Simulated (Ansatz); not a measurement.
# GaH₃NS radical (SMILES [NH2][Ga][SH]): one structure at several levels

Aim: energy, forces and dipole at a structure displaced at random from a GFN2-xTB minimum, from CCSD(T) and from density functionals.

Program: Ansatz 0.2.0, Gaussian basis. Level of theory: single points in def2-TZVPP. These are calculated values, not measurements.

Correlated methods freeze the cores. Filled d shells of the heavier atoms are correlated. Orbitals are unrestricted.

### 1 The system as given

SMILES `[NH2][Ga][SH]`, 6 atoms, charge 0, spin multiplicity 2.

Atoms are counted from 1 here; the program's logs count them from 0.

Bond lengths: N1–Ga2 1.872 Å, N1–H4 1.025 Å, N1–H5 1.012 Å, Ga2–S3 2.428 Å, S3–H6 1.299 Å. Angles: Ga2–N1–H4 113.5°, Ga2–N1–H5 108.4°, H4–N1–H5 113.7°, N1–Ga2–S3 109.7°, Ga2–S3–H6 85.8°.

As a file:

```xyz
6
GaH3NS
N    -1.0684   -0.0676   -0.3631
Ga    0.0007   -0.6481    1.0599
S     2.2410    0.2569    0.8246
H    -0.9516   -0.6243   -1.2157
H    -2.0266   -0.0117   -0.0416
H     1.7506    0.9605   -0.1509
```

### 2 CCSD(T)/def2-TZVPP

The input, run/in.yaml:

```yaml
crystal:
  periodic: [false, false, false]
  atoms:
    - {symbol: N, position_ang: [-1.068400, -0.067600, -0.363100]}
    - {symbol: Ga, position_ang: [0.000700, -0.648100, 1.059900]}
    - {symbol: S, position_ang: [2.241000, 0.256900, 0.824600]}
    - {symbol: H, position_ang: [-0.951600, -0.624300, -1.215700]}
    - {symbol: H, position_ang: [-2.026600, -0.011700, -0.041600]}
    - {symbol: H, position_ang: [1.750600, 0.960500, -0.150900]}
basis:
  gaussian: {orbitals: def2-TZVPP}
magnetization: {spin_polarized: true, initial_magnetization: 1}
correlation: {method: ccsd_t}
scf: {omitted_lower_state_checks: [cluster_reference]}
```

The command line of these runs was not kept.

### 3 PBE0-D4/def2-TZVPP

Changes to run/in.yaml since step 2:

```diff
@@ -12,3 +12,3 @@
 magnetization: {spin_polarized: true, initial_magnetization: 1}
-correlation: {method: ccsd_t}
-scf: {omitted_lower_state_checks: [cluster_reference]}
+hamiltonian: {xc: pbe0, dispersion: d4}
+output: {forces: true, orbitals: {seedname: orbitals}}
```

### 4 wB97M-V/def2-TZVPP

Changes to run/in.yaml since step 3:

```diff
@@ -12,3 +12,3 @@
 magnetization: {spin_polarized: true, initial_magnetization: 1}
-hamiltonian: {xc: pbe0, dispersion: d4}
-output: {forces: true, orbitals: {seedname: orbitals}}
+hamiltonian: {xc: {name: wB97M-V}}
+output: {forces: true}
```

### 5 r2SCAN-D4/def2-TZVPP

Changes to run/in.yaml since step 4:

```diff
@@ -12,3 +12,3 @@
 magnetization: {spin_polarized: true, initial_magnetization: 1}
-hamiltonian: {xc: {name: wB97M-V}}
+hamiltonian: {xc: r2scan, dispersion: d4}
 output: {forces: true}
```

### 6 PBE-D4/def2-TZVPP

Changes to run/in.yaml since step 5:

```diff
@@ -12,3 +12,3 @@
 magnetization: {spin_polarized: true, initial_magnetization: 1}
-hamiltonian: {xc: r2scan, dispersion: d4}
+hamiltonian: {xc: pbe, dispersion: d4}
 output: {forces: true}
```

### 7 HSE06-D4/def2-TZVPP

Changes to run/in.yaml since step 6:

```diff
@@ -12,3 +12,3 @@
 magnetization: {spin_polarized: true, initial_magnetization: 1}
-hamiltonian: {xc: pbe, dispersion: d4}
+hamiltonian: {xc: hse06, dispersion: d4}
 output: {forces: true}
```

### 8 r2SCANh-D4/def2-TZVPP

Changes to run/in.yaml since step 7:

```diff
@@ -12,3 +12,3 @@
 magnetization: {spin_polarized: true, initial_magnetization: 1}
-hamiltonian: {xc: hse06, dispersion: d4}
+hamiltonian: {xc: {name: r2SCANh}, dispersion: d4}
 output: {forces: true}
```

(Steps that only read results are left out.)

What does the calculation give? Wanted: energy less free atoms, CCSD(T)/def2-TZVPP; RMS force component; HOMO and LUMO, PBE0-D4; T1 diagnostic.

As calculated:

| quantity | value |
| --- | --- |
| energy less free atoms, CCSD(T)/def2-TZVPP | -1597.3 kJ/mol |
| RMS force component | 0.707 to 0.725 eV/Å over the methods |
| HOMO and LUMO, PBE0-D4 | -6.10 and -3.24 eV |
| T1 diagnostic | 0.017 |

Against CCSD(T) the functionals' energies less atoms differ by -99.9 to -48.8 kJ/mol, PBE-D4 by -99.9 kJ/mol. A larger basis would deepen the CCSD(T) value, while the functionals are nearly converged already, so the order here is not reliable. No sound CCSD(T) forces are at hand. Among the functionals the RMS force differs by up to 2 %.
